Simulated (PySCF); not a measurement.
# NaBr−: from the state search to spectroscopic constants

Aim: find the lowest electronic state of NaBr−, scan its bond at several levels of theory, and get bond length, wavenumber and dissociation energy from each curve.

Program: PySCF 2.14.0. Level of theory: Na def2-SVPD, Br def2-SVPD, no relativity. These are calculated values, not measurements.

2 further runs of the same task are left out: 2 set aside as unsound or not needed.

## 1. Set-up

The job is set up so:

```json
{
 "atoms": "Na, Br",
 "charge": "-1",
 "basis": "Na def2-SVPD, Br def2-SVPD",
 "Hamiltonian": "no relativity",
 "basis functions": "59",
 "electrons treated": "47",
 "masses in u": "22.9898, 78.9183",
 "levels": "PBE0, PBE, r²SCAN, TPSS, BLYP, PBEsol, LC-ωPBE, HF, MP2, SCS-MP2, CCSD, CCSD(T)",
 "grid": "80 radial by 434 angular points",
 "occupations": "held fixed by the projection of orbital angular momentum",
 "dissociation limit": "Na + Br−, each in its ground configuration",
 "starting distance in angstrom": "2.790",
 "values of 2S to try": "1, 3"
}
```

Run with:

```bash
$ OMP_NUM_THREADS=1 python dia.py task.json out
```

The runs that follow: The PBE0 curve of the state that the search chose; PBE (GGA); r²SCAN; TPSS; BLYP; PBEsol; LC-ωPBE (range-separated hybrid); UHF; Adding correlation.

What does the calculation give? Wanted: for each run, Re; ωe; De; μ.

**Answer**, as computed:

Lowest PBE0 solution found, without spin–orbit coupling: ²Σ⁺ (doublet), unpaired electrons σ ↑.

```
      level  Re (Å)  ωe (cm⁻¹)  De (eV)  μ (D)
        UHF   2.738      202.7     1.08   5.79
    UHF-MP2   2.740      201.4     1.12    n/a
UHF-SCS-MP2   2.742      200.8     1.11    n/a
   UHF-CCSD   2.739      202.2     1.13    n/a
UHF-CCSD(T)   2.742      201.2     1.14    n/a
        PBE   2.720      198.8     1.07   5.18
     PBEsol   2.695      204.3     1.13   5.28
       BLYP   2.747      189.4     0.93   4.82
       TPSS   2.718      201.5     1.12   5.56
     r²SCAN   2.703      207.6     1.15   5.35
       PBE0   2.703      205.4     1.10   5.36
    LC-ωPBE   2.691      210.1     1.15   5.73
```

De is counted to Na + Br− in their ground configurations. A positive dipole points from Na to Br; in an ion it is taken about the centre of mass and does not tell which atom is negative.

Differences from CCSD(T) in the same basis:

```
      level  Re (mÅ)  ωe (%)
        UHF       -3    +0.8
    UHF-MP2       -2    +0.1
UHF-SCS-MP2       +1    -0.2
   UHF-CCSD       -3    +0.5
        PBE      -21    -1.2
     PBEsol      -46    +1.6
       BLYP       +5    -5.9
       TPSS      -24    +0.2
     r²SCAN      -39    +3.2
       PBE0      -39    +2.1
    LC-ωPBE      -51    +4.4
```

**Reading.** Judged by CCSD(T) in the same basis: best bond length UHF-SCS-MP2 (+1 mÅ), worst LC-ωPBE (-51 mÅ); best wavenumber UHF-MP2 (+0.1 %), worst BLYP (-5.9 %). CCSD(T) in a basis this small is itself some way from its limit, more so than the functionals. Among the levels with a De in the table, it runs from 0.93 eV (BLYP) to 1.15 eV (LC-ωPBE).

Correlated steps freeze 10 core orbitals. At some levels the lowest empty orbital lies below the highest filled one (the two can be of opposite spin). With some functionals the highest level of the anion is positive, from self-interaction error or because the anion is truly unbound there; the finite basis then holds the extra electron, and no neutral molecule was run to test the binding.
